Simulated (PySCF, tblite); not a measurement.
# H5NSeSi+ (doublet): geometry, infrared bands and EPR parameters

Wanted: the infrared bands and EPR parameters of H5NSeSi+ (doublet) (`[NH2+][SiH2][SeH]`), by calculation.

Programs: tblite 0.8.0 and PySCF 2.14.0, with density-fitted response routines of our own. Each step states its level of theory. These are calculated values for one molecule in the gas phase, unless marked as measured. Atoms count from 0, in the outputs and in this text.

## Step 1: Starting geometry

8 atoms, charge 1, multiplicity 2; geometry from: force field or distance geometry start.

Bonds of the start (Å): N0–Si1 1.79, Si1–Se2 2.29, N0–H3 1.05, N0–H4 1.04, Si1–H5 1.46, Si1–H6 1.48, Se2–H7 1.53.

## Step 2: Relaxing the molecule with GFN2-xTB

The job: settings as JSON, then the geometry in Å.

```
{"job": {"kind": "relax", "xc": "GFN2-xTB", "basis": "xTB"}, "charge": 1, "multiplicity": 2}
N     -1.047700    -0.612700     0.469100
Si     0.137200     0.604700    -0.086900
Se     1.871100    -0.462900    -1.131900
H     -1.846100    -0.070400     0.891800
H     -1.435900    -1.069600    -0.381400
H     -0.504800     1.541400    -1.009000
H      0.662400     1.338100     1.081900
H      2.172900    -1.259200     0.141800
```

The run is started by

```bash
OMP_NUM_THREADS=1 python probes_run.py task.json out
```

This one command runs all jobs of the session in turn.

Log:

```text
step      E/eV     max force
  0    -269.78100    2.141
  1    -269.94252    1.392
  2    -270.07465    1.214
  3    -270.11021    0.698
  4    -270.20672    0.895
  5    -270.24625    0.769
  6    -270.28559    0.535
  7    -270.29965    0.338
  8    -270.31058    0.397
  9    -270.32509    0.480
 10    -270.34188    0.471
 11    -270.34859    0.251
 12    -270.35039    0.122
 13    -270.35143    0.108
 14    -270.35305    0.099
 15    -270.35507    0.119
 16    -270.35757    0.127
 17    -270.36016    0.137
 18    -270.36232    0.133
 19    -270.36365    0.119
 20    -270.36439    0.074
 21    -270.36478    0.058
 22    -270.36527    0.074
 23    -270.36615    0.105
 24    -270.36745    0.128
 25    -270.36865    0.116
 26    -270.36937    0.091
 27    -270.36997    0.085
 28    -270.37062    0.099
 29    -270.37146    0.092
 30    -270.37226    0.077
 31    -270.37284    0.073
 32    -270.37345    0.081
 33    -270.37451    0.120
 34    -270.37652    0.177
 35    -270.37916    0.215
 36    -270.37888    0.436
 37    -270.37812    0.588
 38    -270.38116    0.315
 39    -270.38325    0.070
 40    -270.38369    0.108
 41    -270.38431    0.113
 42    -270.38539    0.102
 43    -270.38675    0.095
 44    -270.38794    0.079
 45    -270.38855    0.074
 46    -270.38891    0.047
 47    -270.38910    0.147
 48    -270.38960    0.056
 49    -270.39013    0.045
 50    -270.39139    0.074
 51    -270.39189    0.182
 52    -270.39255    0.101
 53    -270.39232    0.170
 54    -270.39312    0.065
 55    -270.39324    0.050
 56    -270.39337    0.020
 57    -270.39347    0.020
 58    -270.39364    0.036
 59    -270.39368    0.022
 60    -270.39374    0.021
 61    -270.39381    0.024
 62    -270.39398    0.037
 63    -270.39422    0.043
 64    -270.39446    0.036
 65    -270.39453    0.019
 66    -270.39455    0.016
 67    -270.39459    0.020
 68    -270.39462    0.022
 69    -270.39467    0.018
 70    -270.39469    0.009
```

Run time: 0.28 s. Hardware: 1 thread of Arm Neoverse V1, shared host.

Step by step: (not every step is listed)

```csv
step,energy from step 0 (eV),largest force (eV/Å)
0,0.0000,2.1413
1,-0.1615,1.3922
2,-0.2937,1.2137
3,-0.3292,0.6976
4,-0.4257,0.8948
5,-0.4652,0.7688
6,-0.5046,0.5354
7,-0.5186,0.3382
8,-0.5296,0.3968
13,-0.5704,0.1085
18,-0.5813,0.1331
23,-0.5851,0.1055
28,-0.5896,0.0989
33,-0.5935,0.1205
38,-0.6002,0.3154
43,-0.6058,0.0948
48,-0.6086,0.0557
53,-0.6113,0.1700
58,-0.6126,0.0364
63,-0.6132,0.0427
65,-0.6135,0.0190
66,-0.6135,0.0164
67,-0.6136,0.0205
68,-0.6136,0.0222
69,-0.6137,0.0176
70,-0.6137,0.0094
```

Distances of close pairs at the start and the end, largest changes first:

```csv
bond,before (Å),after (Å),change (Å)
Si1–Se2,2.289,2.605,+0.316
N0–Si1,1.788,1.690,-0.098
Se2–H7,1.532,1.450,-0.082
N0–H3,1.054,1.011,-0.043
N0–H4,1.041,1.011,-0.029
Si1–H6,1.476,1.452,-0.024
Si1–H5,1.463,1.451,-0.011
```

The next job starts from the end point, and lists it.

## Step 3: Infrared spectrum with GFN2-xTB

The job: settings as JSON, then the geometry in Å.

```
{"job": {"kind": "ir", "xc": "GFN2-xTB", "basis": "xTB"}, "charge": 1, "multiplicity": 2}
N     -1.159243    -0.388346     0.283570
Si    -0.056323     0.835834    -0.090538
Se     2.062701    -0.432156    -0.919519
H     -1.344787    -0.725147     1.218409
H     -1.792954    -0.805097    -0.385361
H     -0.317901     1.524772    -1.340918
H      0.534667     1.441745     1.089469
H      2.082896    -1.442192     0.120322
```

Log:

```text
mode    cm-1     km/mol
  1      46.4     24.26
  2      95.8      2.15
  3     162.1     24.12
  4     163.2     13.48
  5     385.6     58.12
  6     419.2     32.75
  7     434.0    139.11
  8     522.7      1.15
  9     652.8     78.15
 10     661.4    208.75
 11     744.6    106.71
 12     971.3     53.10
 13    1436.2     97.92
 14    2052.3    189.41
 15    2346.0     24.76
 16    2370.3    152.72
 17    3411.1    175.77
 18    3441.5     50.18
```

It took 0.14 s on 1 thread of Arm Neoverse V1, shared host.

The strongest bands and the atoms that carry them (share of the mass-weighted mode):

```csv
cm⁻¹,km/mol,atoms
434,139.1,"H4 31 %, H3 27 %, H6 14 %"
653,78.2,"H5 50 %, H6 42 %"
661,208.8,"H5 49 %, H6 46 %"
745,106.7,"H3 37 %, H4 37 %, N0 17 %"
1436,97.9,"H4 44 %, H3 44 %, N0 12 %"
2052,189.4,H7 99 %
2370,152.7,"H5 65 %, H6 30 %"
3411,175.8,"H4 57 %, H3 39 %"
```

## Step 4: g tensor and hyperfine couplings: B3LYP/def2-TZVP-core+pcH-1

The job, as its differences from that of step 3:

```diff
@@ -1,2 +1,2 @@
-{"job": {"kind": "ir", "xc": "GFN2-xTB", "basis": "xTB"}, "charge": 1, "multiplicity": 2}
+{"job": {"kind": "epr", "basis": "pcH-1"}, "charge": 1, "multiplicity": 2}
 N     -1.159243    -0.388346     0.283570
```

Method: UKS B3LYP, def2-TZVP-core on Se, pcH-1 on H N Si, non-relativistic, mean-field spin-orbit, GIAO.

Log:

```text
UKS, coarse grid
  cycle   1  E = -2748.52591786  |g| = 1.50e+00
  cycle   2  E = -2748.09587929  |g| = 1.08e+00
  cycle   3  E = -2748.18929946  |g| = 9.45e-01
  cycle   4  E = -2748.59306266  |g| = 1.77e-01
  cycle   5  E = -2748.60837529  |g| = 5.08e-02
  cycle   6  E = -2748.60984450  |g| = 1.08e-02
  cycle   7  E = -2748.60993211  |g| = 4.29e-03
  cycle   8  E = -2748.60995126  |g| = 1.93e-03
  cycle   9  E = -2748.60995678  |g| = 8.83e-04
UKS, final grid
  cycle   1  E = -2748.60998159  |g| = 1.07e-03
  cycle   2  E = -2748.60998058  |g| = 2.20e-03
  cycle   3  E = -2748.60998277  |g| = 2.47e-04
  cycle   4  E = -2748.60998300  |g| = 2.09e-04
  cycle   5  E = -2748.60998327  |g| = 7.46e-05
  cycle   6  E = -2748.60998331  |g| = 5.14e-05
  cycle   7  E = -2748.60998331  |g| = 1.17e-05
E = -2748.60998331 Eh   <S^2> = 0.7533 (exact 0.7500)
g shifts (ppm)      1          2          3
  rmc          -246       -246       -246
  gc            -28         62         61
  oz_so         419      67194     418826
  total         183      67013     418684
hyperfine (MHz)  atom isotope    a_iso     a_fc   dipolar eigenvalues
    0   14N       5.22       5.22     -3.17     -3.16      6.33
    1  29Si      11.49      11.49     -2.52     -1.40      3.92
    2  77Se       2.87       2.87   -432.40   -419.41    851.81
    3    1H      -3.79      -3.79     -4.27     -0.96      5.23
    4    1H      -3.57      -3.57     -4.34     -0.42      4.76
    5    1H      14.71      14.71     -2.04     -1.71      3.75
    6    1H       8.89       8.89     -2.54     -1.00      3.55
    7    1H     -41.66     -41.66    -17.06      2.49     14.58
```

Wall time 51 s (1 thread of Arm Neoverse V1, shared host); peak memory 0.75 GiB.

Principal g values 2.00250, 2.06933, 2.42100; g(iso) = 2.16428, against 2.00232 for a free electron. They are not to be trusted: the run shows a large g shift, which the driver flags as unsure.

Mean a(iso) over the nuclei that a row names, and the largest dipolar term of the row (other rows stand at the frozen geometry):

```csv
nuclei,isotope,a(iso) (MHz),"a(iso) (G, at g = 2.0023)",largest dipolar term (MHz)
H7,1H,-41.7,-14.9,-17.1
"H5, H6",1H,11.8,4.2,3.7
Si1,29Si,11.5,4.1,3.9
N0,14N,5.2,1.9,6.3
"H3, H4",1H,-3.7,-1.3,5.2
Se2,77Se,2.9,1.0,851.8
```

Mulliken spin populations:

```csv
atom,value (e)
N0,0.06
Si1,-0.03
Se2,0.98
H3,0.00
H4,0.00
H5,0.01
H6,0.00
H7,-0.02
```

The fields below are evaluated on a grid from the run's orbitals.

ELF in a plane through or near 3 of the atoms.

Ten even steps from ' ' (0.00) to '@' (0.99):
```
                                                        
                                                        
                                                        
                                                        
            ==****==..                                  
          ==@@@@@@@@**      ..::....                    
        ::**@@@@@@@@%%    ..==++++==--..                
      ..::**@@@@@@@@##    --**######**==..              
    ::--++++++==++**++::..==##%%==::****--..            
    ==**##**::::..==##**==++##%%++++####++--            
    ==##%%%%--::::**%%##==  ..++%%%%%%##++==..          
    --**%%%%##**##%%%%**..**##..--##****==--            
      ::++********==--::..::--..::::::..                
        ..::----..    ::++####%%##::..                  
                      ::++@@@@@@%%--..                  
                      ..--##%%%%**::                    
                        ..--==--::                      
                                                        
                                                        
                                                        
```
The map spans 9.6 Å across and 8.9 Å up, centred on the molecule. Atoms in the plane (x, y in Å): N0 (1.2, 0.5), Si1 (0.1, -0.8), H7 (-2.1, 1.4).

log10 of the density (e/Å³) in the same plane.

Ten even steps from '0' (-4.0) to '9' (1.5):
```
0000000000000000000000000000
0000000000000000000000000000
0000000000000000000000000000
0000112222110000110000000000
0001223333221122222210000000
0012344554432334444322000000
0123456666543445555543100000
1133456776544556776654210000
1234567776655567897754320000
1234567877666667887754320000
1234567777666677776654320000
1234566666666997665543210000
1123445555556787654432100000
0112334444455666654321000000
0011222333345665543211000000
0000011122234454432210000000
0000000011223333322100000000
0000000000011222110000000000
0000000000000000000000000000
0000000000000000000000000000
```
The map spans 9.6 Å across and 8.9 Å up, centred on the molecule. Atoms in the plane (x, y in Å): N0 (1.2, 0.5), Si1 (0.1, -0.8), H7 (-2.1, 1.4).

On the surface of density 0.002 e/bohr³ the electrostatic potential runs, from the 1st to the 99th percentile, from 4.00 V near N0 to 6.34 V near Si1.

The spin density lies nearest to Se2 82 %; H7 8 %.

## Step 5: Summary of results

| quantity | value |
| --- | --- |
| strongest single infrared mode (GFN2-xTB) | 661 cm⁻¹, 209 km/mol |
| zero-point energy (GFN2-xTB) | 29.0 kcal/mol |
| g(iso) (B3LYP) | 2.16428 |
| ⟨S²⟩ | 0.753 (exact 0.75) |
| largest a(iso) (averaged by class) | 1H on H7, -41.7 MHz |
| property runs in this session | 1, of which 0 failed and 1 gave unsound results |

In words: Relaxing lowered the energy by 0.614 eV in 70 steps; the close pair that moved most is Si1–Se2, from 2.289 to 2.605 Å. All 18 modes are real, so the xTB geometry is a minimum. The strongest single mode, at 661 cm⁻¹, moves mainly H5 and H6. Unscaled tight-binding wavenumbers are off by several per cent, some by more. Its intensities can rank the bands wrongly. Most of the unpaired spin sits on Se2 (0.98 e). The isotropic g lies 162.0 ppt above the free-electron value. These values are not to be trusted: the run shows a large g shift, which the driver flags as unsure. The hyperfine terms hold no scalar relativity, which the heavier nuclei need.
